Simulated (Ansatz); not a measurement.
# MnPt: how the settings move a relaxation

How sensitive is a relaxation of MnPt to its settings? A reference run comes first, then one run with altered input.

Computed with Ansatz 0.2.0 (reference: DFT, LDA, PAW with Ansatz's default frozen-core files, scalar-relativistic, unless a step's input says otherwise).

## Step 1: The system as given

The structure is tetragonal, space group P4/mmm (No. 123). The conventional cell has a = 2.867 Å, b = 2.867 Å, c = 3.708 Å, α = 90.00°, β = 90.00°, γ = 90.00°. Mn (site symmetry 4/mmm) is surrounded by 8 Pt at 2.75 Å and 4 Mn at 2.87 Å. Pt (site symmetry 4/mmm) has 8 Mn at 2.75 Å and 4 Pt at 2.87 Å as nearest neighbours.

As a file:

```cif
data_structure
_symmetry_space_group_name_H-M 'P 1'
_symmetry_Int_Tables_number 1
_cell_length_a 2.8672
_cell_length_b 2.8672
_cell_length_c 3.7082
_cell_angle_alpha 90.000
_cell_angle_beta 90.000
_cell_angle_gamma 90.000
_cell_volume 30.49
loop_
_atom_site_label
_atom_site_type_symbol
_atom_site_fract_x
_atom_site_fract_y
_atom_site_fract_z
_atom_site_occupancy
Mn1 Mn 0.00000 0.00000 0.00000 1
Pt1 Pt 0.50000 0.50000 0.50000 1
```

## Step 2: The reference run

input.yaml

```yaml
crystal:
  lattice:
    - [2.8672411128, 0.0, 0.0]
    - [0.0, 2.8672411128, 0.0]
    - [0.0, 0.0, 3.708163418]
  atoms:
    - { symbol: Mn, position: [0.0, 0.0, 0.0], spin: 4.0 }
    - { symbol: Pt, position: [0.5, 0.5, 0.5] }
magnetization:
  spin_polarized: true
kpoints:
  mp_grid: { grid: [12, 12, 9] }
scf:
  occupations: { method: fermi_dirac, width: 0.05 }
hamiltonian:
  xc: lda
  pseudopotentials: { kind: paw }
output:
  forces: true
  stress: true
  efg: { contact_densities: true }
relax:
  f_tol: 0.005
  max_steps: 80
  cell: {}
```

The run is started by

```console
$ ansatz run input.yaml --threads 1 --pin off --max-ram 3072MiB --backend cpu --events-out ev --progress --plain --runs-dir out
```

## Step 3: Variant: chi_scale 0.3, xc r2scan, ecutwfc 550 eV

input.yaml, as its differences from that of step 2:

```diff
@@ -14,4 +14,5 @@
   occupations: { method: fermi_dirac, width: 0.05 }
+  initial_density: { chi_scale: 0.3 }
 hamiltonian:
-  xc: lda
+  xc: r2scan
   pseudopotentials: { kind: paw }
@@ -25 +26,3 @@
   cell: {}
+basis:
+  ecutwfc: "550 eV"
```

Q: Predict the outcome of this session. Wanted: for each run, ending; energy change; pressure; abs. moment; force.

**Answer**, as computed:

```
                                        run     ending   energy change  pressure (GPa)  abs. moment (μB)  force (eV/Å)  cycles     time
                                  reference  converged               -             0.0              2.05          0.00     117  2.5 min
1: chi_scale 0.3, xc r2scan, ecutwfc 550 eV  converged  not comparable             0.0              4.69          0.00      59  3.2 min
```

**Reading.** After a change of functional the difference of the totals has no physical meaning; the absolute moment goes from 2.05 to 4.69 μB and the final volume goes from 25.59 to 29.98 Å³. The cutoff changed too.
